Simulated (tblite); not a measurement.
# C5H11ClGe: the cost of one run

Programs: tblite 0.8.0 and PySCF 2.14.0, with density-fitted response routines of our own. Each step states its level of theory. These are calculated values for one molecule in the gas phase, unless marked as measured. Atoms are numbered from 0 throughout.

**1. Starting geometry**

18 atoms, charge 0, multiplicity 1; geometry from: force field or distance geometry start.

Bonds of the start (Å): C0–Ge1 1.95, Ge1–C2 1.88, C2–C3 1.46, C3–C4 1.51, C3–C5 1.32, C5–Cl6 1.74, C0–H7 1.09, C0–H8 1.12, C0–H9 1.10, Ge1–H10 1.57, Ge1–H11 1.54, C2–H12 1.13, C2–H13 1.13, C4–H14 1.09, C4–H15 1.11, C4–H16 1.12, C5–H17 1.10.

**2. Geometry optimisation with GFN2-xTB**

What the job is given:

```
{"job": {"kind": "relax", "xc": "GFN2-xTB", "basis": "xTB"}, "charge": 0, "multiplicity": 1}
C      2.542100     0.000900     0.676500
Ge     1.280500     1.227100    -0.157200
C     -0.126400     0.236900    -0.915600
C     -1.192400    -0.288400    -0.064500
C     -2.298800    -1.073000    -0.730600
C     -1.272400    -0.167000     1.251000
Cl    -0.120000     0.679500     2.245300
H      2.029200    -0.951800     0.787100
H      2.817600     0.383400     1.689800
H      3.445700    -0.059300     0.051200
H      2.055500     1.866800    -1.358600
H      0.905400     2.436800     0.723900
H     -0.579400     0.776900    -1.794000
H      0.320900    -0.686000    -1.393000
H     -2.336000    -2.060500    -0.278400
H     -3.266800    -0.539500    -0.671600
H     -2.088400    -1.143400    -1.832800
H     -2.125300    -0.633100     1.759800
```

On the command line:

```sh
$ OMP_NUM_THREADS=1 python probes_run.py task.json out
```

The driver reads the jobs from task.json and runs them one after another.

**Question.** How long does this first job take on 1 thread of Arm Neoverse N1, shared host?

About 2.3 s.
